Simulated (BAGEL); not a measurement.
**C3H5Si− (SMILES [C-]#CC[SiH3]): HF/STO-3G (density fitting with qzvpp-jkfit)**

What is the energy change on altering one bond length of C3H5Si− at HF/STO-3G (density fitting with qzvpp-jkfit)? 

The results are computed with BAGEL 1.2.2.

3 further runs of the same task are left out: 3 set aside as unsound or not needed. Runs told in other sessions of the task aren't counted.

### 1 The system as given

C3H5Si− has 9 atoms, charge -1, and is taken as a singlet. SMILES: `[C-]#CC[SiH3]`. Geometry: relaxed at GFN2-xTB.

Bond lengths: C1–C2 1.225 Å, C2–C3 1.499 Å, C3–Si4 1.883 Å, C3–H5 1.106 Å, C3–H6 1.106 Å, Si4–H7 1.494 Å, Si4–H8 1.474 Å, Si4–H9 1.474 Å. Some angles: C1–C2–C3 174.7°, C2–C3–Si4 110.2°, C2–C3–H5 110.5°, C2–C3–H6 110.5°, Si4–C3–H5 109.8°, Si4–C3–H6 109.8°, C3–Si4–H7 116.8°, C3–Si4–H8 111.4°, C3–Si4–H9 111.4°, H5–C3–H6 105.9°.

### 2 A single-point energy at HF/STO-3G (density fitting with qzvpp-jkfit)

File input.json:

```json
{ "bagel": [

{
  "title": "molecule",
  "basis": "sto-3g",
  "df_basis": "qzvpp-jkfit",
  "angstrom": "true",
  "geometry": [
    { "atom": "C", "xyz": [    2.810670,   -0.380620,   -0.310230 ] },
    { "atom": "C", "xyz": [    1.661760,    0.044710,   -0.313620 ] },
    { "atom": "C", "xyz": [    0.304720,    0.676410,   -0.384130 ] },
    { "atom": "Si", "xyz": [   -0.980500,   -0.456710,    0.396080 ] },
    { "atom": "H", "xyz": [    0.030380,    0.887930,   -1.434660 ] },
    { "atom": "H", "xyz": [    0.304490,    1.654530,    0.132760 ] },
    { "atom": "H", "xyz": [   -2.392680,    0.031900,    0.403870 ] },
    { "atom": "H", "xyz": [   -1.055770,   -1.749510,   -0.307620 ] },
    { "atom": "H", "xyz": [   -0.683080,   -0.708630,    1.817550 ] }
  ]
},
{
  "title": "hf",
  "charge": -1
},
{
  "title": "print",
  "file": "orbitals.molden",
  "orbitals": "true"
}

]}
```

Run with:

```console
$ BAGEL_NUM_THREADS=1 BAGEL input.json > input.out
```

The program printed:

```text
* using 1 threads per process

  ===============================================================
  ===============================================================

  *** Geometry ***

  { "atom" : "C", "xyz" : [      5.311397,     -0.719268,     -0.586250 ] },
  { "atom" : "C", "xyz" : [      3.140271,      0.084490,     -0.592656 ] },
  { "atom" : "C", "xyz" : [      0.575837,      1.278230,     -0.725900 ] },
  { "atom" : "Si", "xyz" : [     -1.852876,     -0.863057,      0.748483 ] },
  { "atom" : "H", "xyz" : [      0.057410,      1.677945,     -2.711114 ] },
  { "atom" : "H", "xyz" : [      0.575403,      3.126609,      0.250880 ] },
  { "atom" : "H", "xyz" : [     -4.521510,      0.060282,      0.763204 ] },
  { "atom" : "H", "xyz" : [     -1.995116,     -3.306095,     -0.581318 ] },
  { "atom" : "H", "xyz" : [     -1.290834,     -1.339117,      3.434672 ] },

  Number of auxiliary basis functions:      443

  Since a DF basis is specified, we compute 2- and 3-index integrals:
    o Being stored without compression. Storage requirement is 0.003 GB

  Number of basis functions:       29
  Number of electrons      :       37

    * METHOD: MOLECULE                             0.14

  *** RHF ***

  === Nuclear Repulsion ===
   128.1866195449

      * DIIS with orbital gradients will be used.

  === RHF iteration (sto-3g) ===
      0       -400.33757994          0.01854345           0.01
      1       -400.40442252          0.01203141           0.01
      2       -400.43277974          0.00280653           0.01
      3       -400.43492149          0.00047000           0.01
      4       -400.43503626          0.00012432           0.01
      5       -400.43504306          0.00002539           0.01
      6       -400.43504345          0.00000769           0.01
      7       -400.43504349          0.00000351           0.01
      8       -400.43504350          0.00000132           0.01
      9       -400.43504350          0.00000043           0.01
     10       -400.43504350          0.00000026           0.01
     11       -400.43504350          0.00000005           0.01
     12       -400.43504350          0.00000002           0.01
     13       -400.43504350          0.00000001           0.01
    * SCF iteration converged.

    * Permanent dipole moment:
           (    3.489364,    -0.389821,    -0.424985) a.u.

    * METHOD: HF                                   0.26

    * METHOD: PRINT                                0.00

  ===============================================================
```

Wall time 0.54 s (1 thread of Arm Neoverse V1, shared host).

### 3 The distorted shape

File hf.json:

```json
{ "bagel" : [

{
  "title" : "molecule",
  "basis" : "sto-3g",
  "df_basis" : "qzvpp-jkfit",
  "angstrom" : "true",
  "geometry" : [
    { "atom" : "C", "xyz" : [    2.810704,   -0.527301,   -0.387744 ] },
    { "atom" : "C", "xyz" : [    1.661794,   -0.101971,   -0.391134 ] },
    { "atom" : "C", "xyz" : [    0.304754,    0.529729,   -0.461644 ] },
    { "atom" : "Si", "xyz" : [   -0.980466,   -0.603391,    0.318566 ] },
    { "atom" : "H", "xyz" : [    0.030414,    0.741249,   -1.512174 ] },
    { "atom" : "H", "xyz" : [    0.304490,    1.654530,    0.132760 ] },
    { "atom" : "H", "xyz" : [   -2.392646,   -0.114781,    0.326356 ] },
    { "atom" : "H", "xyz" : [   -1.055736,   -1.896191,   -0.385134 ] },
    { "atom" : "H", "xyz" : [   -0.683046,   -0.855311,    1.740036 ] }
  ]
},
{ "title" : "hf", "charge" : -1 },
{ "title" : "print", "file" : "orbitals.molden", "orbitals" : "true" }

]}
```

Run with:

```console
$ BAGEL_NUM_THREADS=1 BAGEL hf.json > hf.out
```

The program printed:

```text
* using 1 threads per process

  ===============================================================
  ===============================================================

  *** Geometry ***

  { "atom" : "C", "xyz" : [      5.311461,     -0.996454,     -0.732730 ] },
  { "atom" : "C", "xyz" : [      3.140336,     -0.192697,     -0.739136 ] },
  { "atom" : "C", "xyz" : [      0.575902,      1.001043,     -0.872381 ] },
  { "atom" : "Si", "xyz" : [     -1.852812,     -1.140244,      0.602002 ] },
  { "atom" : "H", "xyz" : [      0.057474,      1.400758,     -2.857595 ] },
  { "atom" : "H", "xyz" : [      0.575403,      3.126609,      0.250880 ] },
  { "atom" : "H", "xyz" : [     -4.521446,     -0.216905,      0.616723 ] },
  { "atom" : "H", "xyz" : [     -1.995052,     -3.583282,     -0.727798 ] },
  { "atom" : "H", "xyz" : [     -1.290770,     -1.616304,      3.288191 ] },

  Number of auxiliary basis functions:      443

  Since a DF basis is specified, we compute 2- and 3-index integrals:
    o Being stored without compression. Storage requirement is 0.003 GB

  Number of basis functions:       29
  Number of electrons      :       37

    * METHOD: MOLECULE                             0.14

  *** RHF ***

  === Nuclear Repulsion ===
   127.5282369480

      * DIIS with orbital gradients will be used.

  === RHF iteration (sto-3g) ===
      0       -400.31717104          0.01868915           0.01
      1       -400.38436081          0.01220658           0.01
      2       -400.41354439          0.00280409           0.01
      3       -400.41570187          0.00047881           0.01
      4       -400.41582028          0.00013326           0.01
      5       -400.41582761          0.00002623           0.01
      6       -400.41582802          0.00000723           0.01
      7       -400.41582805          0.00000312           0.01
      8       -400.41582806          0.00000120           0.01
      9       -400.41582806          0.00000036           0.01
     10       -400.41582806          0.00000015           0.01
     11       -400.41582806          0.00000006           0.01
     12       -400.41582806          0.00000002           0.01
     13       -400.41582806          0.00000000           0.01
    * SCF iteration converged.

    * Permanent dipole moment:
           (    3.462359,    -0.312645,    -0.397315) a.u.

    * METHOD: HF                                   0.26

    * METHOD: PRINT                                0.00

  ===============================================================
```

Wall time 0.52 s (1 thread of Arm Neoverse V1, shared host).

### 4 Results

Level: HF/STO-3G (density fitting with qzvpp-jkfit).

```
                                                              quantity          value
                                             first shape: total energy  -400.43504 Eh
                                              first shape: HOMO energy        1.52 eV
                                              first shape: LUMO energy       17.64 eV
    first shape: HOMO–LUMO gap (to an unbound level, set by the basis)       16.11 eV
                                         distorted shape: total energy  -400.41583 Eh
                                          distorted shape: HOMO energy        1.45 eV
                                          distorted shape: LUMO energy       17.62 eV
distorted shape: HOMO–LUMO gap (to an unbound level, set by the basis)       16.17 eV
     energy change with the C3–H6 bond stretched from 1.106 to 1.272 Å       0.523 eV
```

What this shows: With the C3–H6 bond stretched from 1.106 to 1.272 Å the energy rises by 0.52 eV (50.5 kJ/mol). The first shape isn't relaxed at this level, so the change isn't measured from a minimum. The minimal basis adds a large error of its own. The HOMO (first shape) lies at positive energy, 1.52 eV: the electron is unbound at this level or held by a compact basis; values depend on the basis. The HOMO (distorted shape) lies at positive energy, 1.45 eV: the electron is unbound at this level or held by a compact basis; values depend on the basis.
